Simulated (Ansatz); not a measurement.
**SiNH4ClO (SMILES N[SiH](O)Cl) at SVWN5/6-31G(d) (spherical functions)**

What is the vertical singlet–triplet gap of SiNH4ClO at SVWN5/6-31G* (spherical functions)? 

The calculation is run with Ansatz 0.2.0.

128 further runs of the same task are left out: 128 set aside as unsound or not needed.

**1. The system as given**

SiNH4ClO has 8 atoms, charge 0, and is taken as a singlet. As SMILES, `N[SiH](O)Cl`. The coordinates come from a PBE0-D4/def2-TZVP relaxation. This is one conformer, not always the lowest.

Bond lengths: N1–Si2 1.700 Å, Si2–O3 1.631 Å, Si2–Cl4 2.058 Å, N1–H5 1.006 Å, N1–H6 1.007 Å, Si2–H7 1.474 Å, O3–H8 0.960 Å. Angles: N1–Si2–O3 111.2°, N1–Si2–Cl4 104.5°, O3–Si2–Cl4 112.6°, N1–Si2–H7 117.4°, O3–Si2–H7 103.8°, Cl4–Si2–H7 107.5°, Si2–N1–H5 120.7°, Si2–N1–H6 121.4°, Si2–O3–H8 116.7°, H5–N1–H6 112.4°.

**2. The energy at SVWN5/6-31G(d) (spherical functions)**

The input, in.yaml:

```yaml
crystal:
  periodic: [false, false, false]
  atoms:
    - symbol: "N"
      position_ang: [-0.749800, 0.885600, -0.289000]
    - symbol: Si
      position_ang: [0.524400, -0.226200, -0.115300]
    - symbol: O
      position_ang: [0.551300, -0.861300, 1.386900]
    - symbol: Cl
      position_ang: [0.173100, -1.641600, -1.566900]
    - symbol: H
      position_ang: [-1.217200, 0.998000, -1.172700]
    - symbol: H
      position_ang: [-0.806900, 1.712400, 0.283000]
    - symbol: H
      position_ang: [1.896700, 0.277200, -0.308600]
    - symbol: H
      position_ang: [-0.279500, -1.201200, 1.726700]
basis:
  gaussian:
    orbitals: 6-31G_st_-spherical.json
output:
  orbitals: {seedname: orbitals}
hamiltonian:
  xc: {name: SVWN5}
accuracy: high
```

The basis set 6-31G* is read from a file made from the Basis Set Exchange's data (not shown).

On the command line:

```
ansatz run in.yaml --threads 1 --pin off --max-ram 3480MiB --events-out events.jsonl --progress --plain --runs-dir runs
```

What it wrote:

```text
Warning: RAYON_NUM_THREADS=1 ignored (pool sized by the plan → 1); use --threads N
Functional definition: SVWN5
  name "SVWN5"
  exchange = slater_x
  correlation = vwn5_c
1602 factors; integrals over basis functions are off by at most 3.7e-9 eV
mean field evaluation 1: about -23893.6602 eV, gradient 7.9e1 eV
mean field evaluation 2: about -23856.9476 eV, gradient 1.5e2 eV
mean field evaluation 4: about -23904.9693 eV, gradient 1.1e1 eV
mean field evaluation 8: about -23905.2144 eV, gradient 6.1e-1 eV
mean field evaluation 16: about -23905.2154 eV, gradient 5.6e-5 eV
mean field -23905.21544771 eV, -878.5004641664 hartree, gradient 8.1e-8 eV, S^2 0.000000; 0 other end points of the search recorded, 0 dependent functions left out
reference -23905.21545089 eV, -878.5004642832 hartree; 25, 25 occupied and 47, 47 virtual orbitals, 1602 factors
Total energy: -23905.21545089 eV, -878.5004642832 hartree
```

It took 2 s on 1 thread of Intel Xeon 6975P-C (Granite Rapids), shared host; peak memory 0.2 GiB.

**3. The triplet**

The input, molecule.yaml:

```yaml
crystal:
  periodic: [false, false, false]
  atoms:
    - {symbol: "N", position_ang: [-0.749800, 0.885600, -0.289000]}
    - {symbol: Si, position_ang: [0.524400, -0.226200, -0.115300]}
    - {symbol: O, position_ang: [0.551300, -0.861300, 1.386900]}
    - {symbol: Cl, position_ang: [0.173100, -1.641600, -1.566900]}
    - {symbol: H, position_ang: [-1.217200, 0.998000, -1.172700]}
    - {symbol: H, position_ang: [-0.806900, 1.712400, 0.283000]}
    - {symbol: H, position_ang: [1.896700, 0.277200, -0.308600]}
    - {symbol: H, position_ang: [-0.279500, -1.201200, 1.726700]}
basis:
  gaussian: {orbitals: 6-31G_st_-spherical.json}
hamiltonian: {xc: {name: SVWN5}}
accuracy: high
magnetization: {spin_polarized: true, initial_magnetization: 2}
output: {orbitals: {seedname: orbitals}}
```

The basis set 6-31G* is read from a file made from the Basis Set Exchange's data (not shown).

On the command line:

```
ansatz run molecule.yaml --threads 1 --pin off --max-ram 3480MiB --events-out events.jsonl --progress --plain --runs-dir runs
```

What it wrote:

```text
Warning: RAYON_NUM_THREADS=1 ignored (pool sized by the plan → 1); use --threads N
[... 4 set-up lines as earlier in the session ...]
1602 factors; integrals over basis functions are off by at most 3.7e-9 eV
mean field evaluation 1: about -23880.0511 eV, gradient 6.2e1 eV
mean field evaluation 2: about -23750.9884 eV, gradient 1.6e2 eV
mean field evaluation 4: about -23878.2784 eV, gradient 6.0e1 eV
mean field evaluation 8: about -23898.0510 eV, gradient 5.1e0 eV
mean field evaluation 16: about -23898.2749 eV, gradient 1.4e-1 eV
mean field evaluation 32: about -23898.2751 eV, gradient 1.4e-7 eV
mean field evaluation 64: about -23897.9447 eV, gradient 3.1e0 eV
mean field evaluation 96: about -23897.9206 eV, gradient 5.7e-1 eV
mean field -23898.27509262 eV, -878.2454108213 hartree, gradient 1.2e-8 eV, S^2 2.001763; 10 other end points of the search recorded, 0 dependent functions left out
reference -23898.27509570 eV, -878.2454109344 hartree; 26, 24 occupied and 46, 48 virtual orbitals, 1602 factors
Total energy: -23898.27509570 eV, -878.2454109344 hartree
```

It took 5.7 s on 1 thread of Intel Xeon 6975P-C (Granite Rapids), shared host; peak memory 0.23 GiB.

**4. Outcome**

At SVWN5/6-31G* (spherical functions):

```
                                        quantity          value
                           singlet: total energy  -878.50046 Eh
                            singlet: HOMO energy       -6.33 eV
                            singlet: LUMO energy        0.37 eV
                          singlet: HOMO–LUMO gap        6.71 eV
                           triplet: total energy  -878.24541 Eh
     triplet: HOMO energy (highest over α and β)       -0.52 eV
                                   triplet: ⟨S²⟩          2.002
vertical energy of the triplet above the singlet       6.940 eV
```

**Reading.** At this shape the triplet lies 6.94 eV (160 kcal/mol) above the singlet.
